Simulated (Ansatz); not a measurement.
I need a convergence test of the k-point mesh of LuTl3, space group Pm-3m. Use Ansatz 0.2.0, Python API. Level of theory (first run): r2SCAN, PAW, cutoff 381 eV, 2×2×2 k-points, Gaussian smearing of 0.2 eV, D3BJATM dispersion. The script varies mesh: (2, 2, 2), (3, 3, 3), (4, 4, 4), (5, 5, 5), (6, 6, 6).

```
CELL_PARAMETERS angstrom
4.63800 0.00000 0.00000
0.00000 4.63800 0.00000
0.00000 0.00000 4.63800
ATOMIC_POSITIONS crystal
Lu 0.00000 0.00000 0.00000
Tl 0.00000 0.50000 0.50000
Tl 0.50000 0.00000 0.50000
Tl 0.50000 0.50000 0.00000
```

`lutl3.py`:
```python
"""Convergence of LuTl3 with the k-point mesh."""

import ansatz as az
import pandas as pd

system = (
    az.Lattice.from_parameters(4.638, 4.638, 4.638, alpha=90.0, beta=90.0, gamma=90.0)
    .atom("Lu", (0.0, 0.0, 0.0))
    .atom("Tl", (0.0, 0.5, 0.5))
    .atom("Tl", (0.5, 0.0, 0.5))
    .atom("Tl", (0.5, 0.5, 0.0))
)

setup = (
    system.calculation()
    .scf(extra_bands=8)
    .accuracy("medium")  # preset for grids and thresholds
    .basis(28 * az.Ry, density_ratio=6)
    .occupations("gaussian", width=0.2)  # the run then minimises F = E - TS
    .functional("r2scan", dispersion="d3bjatm")
    .forces()
    .stress()
)

rows = []
for value in [(2, 2, 2), (3, 3, 3), (4, 4, 4), (5, 5, 5), (6, 6, 6)]:
    report = setup.kpoints(*value).run(threads=1).report
    rows.append((value, report["free_energy_ev"] / len(report["lattice"]["sites"]), report["n_iterations"], sum(report["stress_gpa"][i][i] for i in range(3)) / 3, max(abs(f) for row in report["forces_ev_ang"] for f in row), report["n_kpoints"]))

table = pd.DataFrame(rows, columns=["mesh", "F/atom (eV)", "iterations", "P (GPa)", "max component (eV/A)", "k-points"])
print(table.round(5).to_string(index=False))

# the last row is the reference
for row in rows[:-1]:
    shift = 1000 * (row[1] - rows[-1][1])
    print(f"{row[0]}: {shift:+.2f} meV/atom" + ("  (within 1 meV)" if abs(shift) < 1 else ""))
```

```console
$ python lutl3.py
DeckWarning: basis.ecutwfc = 380.959407443832 eV is below the records' recommended 500 eV, and the density's cutoff is lower with it unless basis.ecutrho_ratio is high enough to keep the records' density cutoff: compare with a run at a higher cutoff
     mesh  F/atom (eV)  iterations  P (GPa)  max component (eV/A)  k-points
(2, 2, 2) -12280.12138           9 -1.51489                   0.0         4
(3, 3, 3) -12280.15687           9  1.70905                   0.0         4
(4, 4, 4) -12280.22839           8  1.13993                   0.0        10
(5, 5, 5) -12280.21015           9  1.38399                   0.0        10
(6, 6, 6) -12280.21281           9  1.24269                   0.0        20
(2, 2, 2): +91.43 meV/atom
(3, 3, 3): +55.94 meV/atom
(4, 4, 4): -15.59 meV/atom
(5, 5, 5): +2.66 meV/atom
```
(Warnings from the package without file and line.)

Caveats:
- The cutoff lies under the one recommended for these potentials.
- Under the recommended cutoff a pressure can be off by several GPa, even in sign.
- Dispersion corrections can be off by several per cent in the lattices of metals, and by several GPa in the pressure at a fixed cell.
- The free energy holds a sizeable smearing term, which stands for no physical temperature.
- Forces vanish by symmetry here and test nothing.
- Pressure is positive in compression.
- Spin-orbit coupling, which matters for elements this heavy, is left out.
- The starting cell is as deposited in a crystallographic database; the results hold for this polymorph, which needn't be the stable one.
- Shifts are counted from the finest mesh, which is itself no proven limit.
- Run time: 18 s on 1 thread of Intel(R) Xeon(R) 6975P-C (Granite Rapids), with other jobs on the host, peak memory 0.82 GiB.
